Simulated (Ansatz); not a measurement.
# CH6BClOSi: the cost of one run

Program: Ansatz 0.2.0. Level of theory: RKS PBE0-D4/def2-SVP. These are calculated values, not measurements.

## Step 1: The system as given

Bond lengths: C1–B2 1.550 Å, B2–Cl3 1.815 Å, B2–Si4 1.974 Å, Si4–O5 1.757 Å, C1–H6 1.178 Å, C1–H7 1.113 Å, C1–H8 1.052 Å, Si4–H9 1.402 Å, Si4–H10 1.503 Å, O5–H11 1.006 Å. Angles (14 of 16 angles, heavy atoms first): C1–B2–Cl3 118.0°, C1–B2–Si4 124.0°, Cl3–B2–Si4 118.0°, B2–Si4–O5 107.2°, B2–C1–H6 108.2°, B2–C1–H7 109.5°, B2–C1–H8 112.6°, B2–Si4–H9 110.7°, B2–Si4–H10 106.2°, O5–Si4–H9 113.4°, O5–Si4–H10 108.2°, Si4–O5–H11 104.5°, H6–C1–H7 105.0°, H6–C1–H8 109.0°.

Coordinates:

```xyz
11

C    -1.0684   -0.9022    0.8324
B     0.4095   -0.4883    0.6181
Cl    1.6916   -1.4114    1.5112
Si    0.9854    0.9632   -0.5900
O     0.3663    0.5822   -2.1898
H    -1.6640    0.0411    1.2103
H    -1.5287   -1.1591   -0.1481
H    -1.1729   -1.6779    1.5352
H     2.3784    1.1145   -0.5529
H     0.2997    2.2090   -0.1045
H    -0.6315    0.6718   -2.1014
```

## Step 2: End point A

input.yaml

```yaml
crystal:
  periodic: [false, false, false]
  atoms:
    - { symbol: C, position_ang: [-1.0684, -0.9022, 0.8324] }
    - { symbol: B, position_ang: [0.4095, -0.4883, 0.6181] }
    - { symbol: Cl, position_ang: [1.6916, -1.4114, 1.5112] }
    - { symbol: Si, position_ang: [0.9854, 0.9632, -0.59] }
    - { symbol: O, position_ang: [0.3663, 0.5822, -2.1898] }
    - { symbol: H, position_ang: [-1.664, 0.0411, 1.2103] }
    - { symbol: H, position_ang: [-1.5287, -1.1591, -0.1481] }
    - { symbol: H, position_ang: [-1.1729, -1.6779, 1.5352] }
    - { symbol: H, position_ang: [2.3784, 1.1145, -0.5529] }
    - { symbol: H, position_ang: [0.2997, 2.209, -0.1045] }
    - { symbol: H, position_ang: [-0.6315, 0.6718, -2.1014] }
basis:
  gaussian: { orbitals: def2-SVP }
hamiltonian:
  xc: pbe0
  dispersion: d4
relax:
  f_tol: 0.015
  max_steps: 40
output:
  orbitals: {}
```

Started as:

```console
> ansatz run input.yaml --threads 2 --pin off --max-ram 3072MiB --backend cpu --events-out ev --progress --plain --runs-dir out
```

What time and memory should one allow on 2 threads of Intel Xeon Platinum 8488C (Sapphire Rapids), shared host?

About 43 s, with a peak of 0.27 GiB.
